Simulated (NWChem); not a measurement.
# One shape, several levels: singlet BSiH3ClO+

Wanted: a comparison of 5 runs (HF/STO-3G, HF/3-21G, B3LYP/6-31G*, M06-2X/cc-pVDZ) of singlet BSiH3ClO+. 

The results are computed with NWChem 7.3.0.

58 further runs of the same task are left out: 58 set aside as unsound or not needed.

**1. Starting point**

BSiH3ClO+ has 7 atoms, charge +1, and is taken as a singlet. SMILES of the parent species: `[SiH3]O[B]Cl`. Geometry: relaxed at PBE0-D4/def2-TZVP. This is one conformer, not always the lowest. That shape belongs to the parent species and isn't relaxed for this state.

Bond lengths: Si1–O2 1.667 Å, O2–B3 1.324 Å, B3–Cl4 1.747 Å, Si1–H5 1.480 Å, Si1–H6 1.482 Å, Si1–H7 1.480 Å. Angles: Si1–O2–B3 133.9°, O2–B3–Cl4 123.5°, O2–Si1–H5 107.1°, O2–Si1–H6 109.9°, O2–Si1–H7 107.2°, H5–Si1–H6 110.9°, H5–Si1–H7 110.6°, H6–Si1–H7 110.9°.

**2. A single-point energy at HF/STO-3G (run 1)**

File bclh3osi.nw:

```
start bclh3osi
title "BClH3OSi hf"
memory stack 880 mb heap 220 mb global 1100 mb
charge 1

geometry units angstroms noautosym nocenter noautoz
  Si      -0.573000       0.775400       0.374800
  O        0.044900      -0.648400      -0.233600
  B        1.256200      -1.042100      -0.596600
  Cl       1.605000      -2.636800      -1.219100
  H       -1.201300       0.456800       1.676100
  H        0.515600       1.766600       0.541200
  H       -1.586300       1.260400      -0.588400
end

basis spherical bse
  * library STO-3G
end

scf
  thresh 1e-08
  maxiter 80
  print medium
end

task scf energy
```

The run is started by

```bash
$ nwchem bclh3osi.nw > bclh3osi.out
```

What it wrote:

```text
[...]
  functions       =    31
[...]
  wavefunction    = RHF
[...]
         Total SCF energy =   -839.987504515630
      One-electron energy =  -1499.642761615596
      Two-electron energy =    485.123177451578
 Nuclear repulsion energy =    174.532079648389
        Time for solution =      1.5s
[...]
```

It took 2.1 s on 1 thread of Intel Xeon Platinum 8488C (Sapphire Rapids), shared host; peak memory 0.1 GiB.

**3. The energy at HF/3-21G (run 2)**

File bclh3osi.nw:

```
start bclh3osi
memory stack 880 mb heap 220 mb global 1100 mb
charge 1

geometry units angstrom noautosym nocenter noautoz
 Si      -0.573000       0.775400       0.374800
 O        0.044900      -0.648400      -0.233600
 B        1.256200      -1.042100      -0.596600
 Cl       1.605000      -2.636800      -1.219100
 H       -1.201300       0.456800       1.676100
 H        0.515600       1.766600       0.541200
 H       -1.586300       1.260400      -0.588400
end

basis "ao basis" spherical bse
 Si library 3-21G
 O library 3-21G
 B library 3-21G
 Cl library 3-21G
 H library 3-21G
end

scf
 nopen 0
 rhf
 thresh 1e-08
 maxiter 80
end

task scf energy
```

The run is started by

```bash
$ nwchem bclh3osi.nw > bclh3osi.out
```

What it wrote:

```text
[...]
  functions       =    50
[...]
  wavefunction    = RHF
[...]
         Total SCF energy =   -845.180843897978
      One-electron energy =  -1504.962440466547
      Two-electron energy =    485.249516920180
 Nuclear repulsion energy =    174.532079648389
        Time for solution =      1.7s
[...]
```

Run time: 2.2 s. Hardware: 1 thread of Intel Xeon Platinum 8488C (Sapphire Rapids), shared host; peak memory 0.098 GiB.

**4. The energy at B3LYP/6-31G(d) (spherical functions) (run 3)**

File mol.nw:

```
start mol
title "BClH3OSi"
memory total 2200 mb
charge 1

geometry units angstroms noautosym nocenter noautoz
Si   -0.573000    0.775400    0.374800
O     0.044900   -0.648400   -0.233600
B     1.256200   -1.042100   -0.596600
Cl    1.605000   -2.636800   -1.219100
H    -1.201300    0.456800    1.676100
H     0.515600    1.766600    0.541200
H    -1.586300    1.260400   -0.588400
end

basis spherical bse
* library 6-31G*
end

dft
xc b3lyp
grid xfine
convergence energy 1e-08
maxiter 100
mulliken
end

task dft energy
```

The run is started by

```bash
$ nwchem mol.nw > mol.out
```

What it wrote:

```text
[...]
          Wavefunction type:  closed shell.
          No. of atoms     :     7
          No. of electrons :    46
[...]
          Charge           :     1
          Spin multiplicity:     1
[...]
          AO basis - number of functions:    70
[...]
              XC Information
              --------------
                         B3LYP Method XC Potential
                     Hartree-Fock (Exact) Exchange  0.200
                        Slater Exchange Functional  0.800 local
                    Becke 1988 Exchange Functional  0.720 non-local
              Lee-Yang-Parr Correlation Functional  0.810
                  VWN I RPA Correlation Functional  0.190 local
[...]
 d= 0,ls=0.0,diis     1   -851.0936421354 -1.03D+03  3.24D-02  1.77D+00     2.5
[...]
 d= 0,ls=0.0,diis    10   -851.3077894959 -6.94D-09  8.07D-07  1.92D-09    19.8
         Total DFT energy =     -851.307789495899
      One electron energy =    -1511.001677712883
           Coulomb energy =      547.860068302712
    Exchange-Corr. energy =      -62.698259734117
 Nuclear repulsion energy =      174.532079648389
[...]
      Total Density - Mulliken Population Analysis
     ---------------------------------------------
    Atom       Charge   Shell Charges
 -----------   ------   -------------------------------------------------------
    1 Si  14    13.44   2.00  2.00  5.96  1.01  1.84  0.20  0.21  0.21
    2 O    8     8.32   2.00  0.92  2.94  0.87  1.58  0.02
    3 B    5     4.43   2.00  0.60  1.23  0.25  0.26  0.10
    4 Cl  17    16.78   2.00  2.00  5.97  1.46  3.57  0.49  1.27  0.02
    5 H    1     1.00   0.50  0.50
    6 H    1     1.03   0.51  0.53
    7 H    1     1.00   0.50  0.50
[...]
```

Wall time 21 s (1 thread of Intel Xeon Platinum 8488C (Sapphire Rapids), shared host); peak memory 0.13 GiB.

Run 4 isn't shown in full; the table further down has it.

**5. A single-point energy at M06-2X/cc-pVDZ (run 5)**

File run.py:

```python
from ase import Atoms
from ase.calculators.nwchem import NWChem

atoms = Atoms(['Si', 'O', 'B', 'Cl', 'H', 'H', 'H'], positions=[
    [-0.573000, 0.775400, 0.374800],
    [0.044900, -0.648400, -0.233600],
    [1.256200, -1.042100, -0.596600],
    [1.605000, -2.636800, -1.219100],
    [-1.201300, 0.456800, 1.676100],
    [0.515600, 1.766600, 0.541200],
    [-1.586300, 1.260400, -0.588400],
])

calc = NWChem(
    label='sp',
    theory='dft',
    memory='2200 mb',
    basis='cc-pVDZ',
    basispar='spherical bse',
    charge=1,
    dft={'xc': 'm06-2x', 'mult': '1', 'grid': 'xfine', 'convergence': 'energy 1e-08', 'iterations': '100', 'mulliken': None},
    task='energy',
)
atoms.calc = calc

print("Total energy (eV):", round(atoms.get_potential_energy(), 6))
print("dipole (e A):", atoms.get_dipole_moment().round(4))
```

The run is started by

```bash
$ export ASE_NWCHEM_COMMAND="nwchem PREFIX.nwi > PREFIX.nwo"
$ python run.py
```

What it wrote:

```text
Total energy (eV): -23163.236286
dipole (e A): [ 0.9014 -0.6551 -0.3969]
```

The calculator wrote sp.nwi:

```
title "sp"

permanent_dir sp

scratch_dir sp

start sp

geometry units angstrom nocenter noautosym noautoz
  Si -5.7299999999999995e-01 7.7539999999999998e-01 3.7480000000000002e-01
  O  4.4900000000000002e-02 -6.4839999999999998e-01 -2.3360000000000000e-01
  B  1.2562000000000000e+00 -1.0421000000000000e+00 -5.9660000000000002e-01
  Cl 1.6050000000000000e+00 -2.6368000000000000e+00 -1.2191000000000001e+00
  H  -1.2013000000000000e+00 4.5679999999999998e-01 1.6760999999999999e+00
  H  5.1559999999999995e-01 1.7665999999999999e+00 5.4120000000000001e-01
  H  -1.5863000000000000e+00 1.2604000000000000e+00 -5.8840000000000003e-01
end

charge 1

memory 2200 mb

basis spherical bse noprint
   * library cc-pVDZ
end

dft
  xc m06-2x
  mult 1
  grid xfine
  convergence energy 1e-08
  iterations 100
  mulliken
end

task dft energy
```

sp.nwo:

```text
Northwest Computational Chemistry Package (NWChem) 7.3.0
             --------------------------------------------------------

           Job information
           ---------------

    nwchem branch   = 7.3.0
    use scalapack   = T
    input           = sp.nwi
    prefix          = sp.
    data base       = sp/sp.db
    status          = startup
    nproc           =        1

           Memory information
           ------------------

[... 5 lines left out ...]
    hardfail = no
[... 127 lines left out ...]
          Convergence on energy requested:  1.00D-08
[... 26 lines left out ...]
          Convergence Information
[... 32 lines left out ...]
 1-e energy   =   -1487.419897
[... 45 lines left out ...]
      One electron energy =    -1510.978179746051
[... 8 lines left out ...]
                       DFT Final Molecular Orbital Analysis
[... 588 lines left out ...]
     Multipole analysis of the density
     ---------------------------------

     L   x y z        total         alpha         beta         nuclear
     -   - - -        -----         -----         ----         -------
     0   0 0 0      1.000000    -23.000000    -23.000000     47.000000

     1   1 0 0      1.703363    -21.476565    -21.476565     44.656493
[... 8 lines of this table left out ...]
     2   0 0 2    -23.440650    -70.458557    -70.458557    117.476464

 Task  times  cpu:       53.9s     wall:       53.9s
 Total times  cpu:       53.9s     wall:       53.9s
```

Wall time 55 s (1 thread of Intel Xeon Platinum 8488C (Sapphire Rapids), shared host); peak memory 0.13 GiB.

**6. All runs side by side**

```
run                               level  iteration cap  module  energy (Eh)  HOMO energy (eV)  LUMO energy (eV)  HOMO–LUMO gap (eV)  wall time
  1                           HF/STO-3G             80     scf  -839.987505            -16.76             -4.57               12.19      2.1 s
  2                            HF/3-21G             80     scf  -845.180844            -17.88             -7.24               10.63      2.2 s
  3  B3LYP/6-31G* (spherical functions)            100     dft  -851.307789            -14.23            -10.72                3.51       21 s
  4  B3LYP/6-31G* (Cartesian functions)            100     dft  -851.314245            -14.23            -10.72                3.51       24 s
  5                      M06-2X/cc-pVDZ            100     dft  -851.233240            -15.63             -9.48                6.15       55 s
```

**7. Outcome**

```
            quantity          value
 run 5: total energy  -851.23324 Eh
  run 5: HOMO energy      -15.63 eV
  run 5: LUMO energy       -9.48 eV
run 5: HOMO–LUMO gap        6.15 eV
```

The HOMO–LUMO gap runs from 3.51 eV (B3LYP/6-31G*) to 12.19 eV (HF/STO-3G). The two ends differ in method and basis. Totals of different functionals can't be ranked against each other. In run 1 the basis is minimal, so the values are rough. All runs together took 1.7 min, the longest 55 s.
